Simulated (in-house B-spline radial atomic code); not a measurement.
# Eu⁵⁺: excited configurations

How much energy does it take to promote electrons of Eu⁵⁺ to other shells? Each configuration is solved by itself and compared with the reference.

The numbers are computed with in-house B-spline radial atomic code version 1 (scalar-relativistic (spin-free one-electron X2C) r2SCAN0, spin-polarised, spherical density, exact exchange averaged over the configuration, Fermi nucleus, basis-set limit), except any that are marked as measured or tabulated.

### Step 1. The atom as given

| Item | Value |
| --- | --- |
| element | europium (Z = 63) |
| charge | +5 |
| electrons | 58 |
| configuration | [Kr] 4d10 4f5 5s2 5p5 |
| Hamiltonian | scalar-relativistic (X2C) |
| nucleus | Fermi, rms radius 5.112 fm |

Outer shells as boxes (Hund's rule):

[Kr] 4d10 4f5 5s2 5p5
```
[Kr] core
4d [↑↓][↑↓][↑↓][↑↓][↑↓]
4f [↑ ][↑ ][↑ ][↑ ][↑ ][  ][  ]
5s [↑↓]
5p [↑↓][↑↓][↑ ]
```

Where spins are not typed, each open shell is filled with up spins first.

### Step 2. The reference configuration

Input settings:

```ini
Z = 63
electrons = 58.0
configuration = [Kr] 4d10 4f5 5s2 5p5
hamiltonian = x2c
method = r2scan0
spin_polarised = True
nucleus = fermi
rms_radius = 5.1115
mass_number = 153
atomic_mass = 152.921236789
speed_of_light = 137.035999084
exact_exchange = averaged over the configuration
```

Command:

```bash
python run_scf.py task.json out
```

The settings of every run stand in task.json; they run in order.

### Step 3. Run with [Kr] 4d10 4f4 5s2 5p5 6s1

Changes to the settings of step 2:

```diff
@@ -2,3 +2,3 @@
 electrons = 58.0
-configuration = [Kr] 4d10 4f5 5s2 5p5
+configuration = [Kr] 4d10 4f4 5s2 5p5 6s1
 hamiltonian = x2c
```

### Step 4. [Xe] 4f4

Changes to the settings of step 3:

```diff
@@ -2,3 +2,3 @@
 electrons = 58.0
-configuration = [Kr] 4d10 4f4 5s2 5p5 6s1
+configuration = [Xe] 4f4
 hamiltonian = x2c
```

### Step 5. Configuration [Kr] 4d10 4f4 5s2 5p5 5d1

Changes to the settings of step 4:

```diff
@@ -2,3 +2,3 @@
 electrons = 58.0
-configuration = [Xe] 4f4
+configuration = [Kr] 4d10 4f4 5s2 5p5 5d1
 hamiltonian = x2c
```

### Step 6. Run with [Kr] 4d9 4f5 5s2 5p5 5d1

Changes to the settings of step 5:

```diff
@@ -2,3 +2,3 @@
 electrons = 58.0
-configuration = [Kr] 4d10 4f4 5s2 5p5 5d1
+configuration = [Kr] 4d9 4f5 5s2 5p5 5d1
 hamiltonian = x2c
```

### Step 7. [Kr] 4d9 4f5 5s2 5p6

Changes to the settings of step 6:

```diff
@@ -2,3 +2,3 @@
 electrons = 58.0
-configuration = [Kr] 4d9 4f5 5s2 5p5 5d1
+configuration = [Kr] 4d9 4f5 5s2 5p6
 hamiltonian = x2c
```

### Step 8. [Kr] 4d10 4f5 5s2 5p4 6p1

Changes to the settings of step 7:

```diff
@@ -2,3 +2,3 @@
 electrons = 58.0
-configuration = [Kr] 4d9 4f5 5s2 5p6
+configuration = [Kr] 4d10 4f5 5s2 5p4 6p1
 hamiltonian = x2c
```

Q: How far above the reference does each configuration lie (order and size, in eV)?

As calculated:

| net move | configuration | 2|M_S|+1 | energy above the reference (eV) | largest <r> (bohr) |
| --- | --- | --- | --- | --- |
| 4f → 5p | [Xe] 4f4 | 5 | -7.227 | 1.45 |
| 4f → 5d | [Kr] 4d10 4f4 5s2 5p5 5d1 | 7 | 23.126 | 1.78 |
| 4f → 6s | [Kr] 4d10 4f4 5s2 5p5 6s1 | 7 | 34.036 | 2.65 |
| 5p → 6p | [Kr] 4d10 4f5 5s2 5p4 6p1 | 9 | 45.777 | 3.02 |
| 4d → 5p | [Kr] 4d9 4f5 5s2 5p6 | 7 | 124.97 | 1.45 |
| 4d → 5d | [Kr] 4d9 4f5 5s2 5p5 5d1 | 9 | 154.96 | 1.77 |

The energies run from -7.227 eV (4f → 5p) to 154.96 eV (4d → 5d). 4f → 5p lies below the reference, so at this level the reference is not the lowest of these configurations. 2 of them lie more than 60 % above minus the reference's highest level (74.519 eV), in the range where a state can decay by emitting an electron. The reference has 2|M_S|+1 = 7; 3 of the configurations differ from it in spin. These are spherical averages at the typed spins, not spectroscopic levels.
